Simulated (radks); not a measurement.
**Co³⁺ in [Ne] 3s2 3p4 3d6 4d2: an all-electron calculation**

Aim: the levels, the sizes of the orbitals and the parts of the energy of the cobalt ion Co3+.

Program: radks (a radial shooting solver on a logarithmic mesh, Libxc functionals) version 1. Level of theory: non-relativistic Kohn-Sham, revPBE, spin-polarised, spherical densities, point nucleus; open shells are filled with parallel spins first. These are calculated values, not measurements, unless marked.

## Step 1: What is computed

* element: cobalt (Z = 27)
* charge: +3
* electrons: 24
* configuration: [Ne] 3s2 3p4 3d6 4d2

Outer shells as boxes (Hund's rule):

Co³⁺
```
[Ne] core
3s [↑↓]
3p [↑↓][↑ ][↑ ]
3d [↑↓][↑ ][↑ ][↑ ][↑ ]
4d [↑ ][↑ ][  ][  ][  ]
```

## Step 2: The calculation

The run's settings:

```text
Z 27
configuration [Ne] 3s2 3p4 3d6 4d2 4s0 4p0
relativity non-relativistic
functional pbe_r,pbe
spin polarised
nucleus point
```

Command:

```console
python run_ks.py task.json out
```

This one command runs every case of the session in turn.

What does the calculation give?

**Answer**, as computed:

| quantity | value |
| --- | --- |
| total energy | -1373.63034 hartree |
| exchange-correlation share of it | 4.16 % |
| −T/E | 0.9994 |
| highest occupied level | 4d up, -21.388 eV |
| most extended occupied level | 4d up, <r> = 2.82 bohr |
| radius at density 0.001 e/bohr³ | 4.28 bohr |
| maxima of the radial density | 4 |

**Reading.** 4 principal shells are occupied and 4 maxima appear in the radial density. −T/E = 0.9994, near the virial value of 1. This is not the tabulated ground configuration, so its levels and sizes aren't those of the ground state, and no measured value stands beside it.
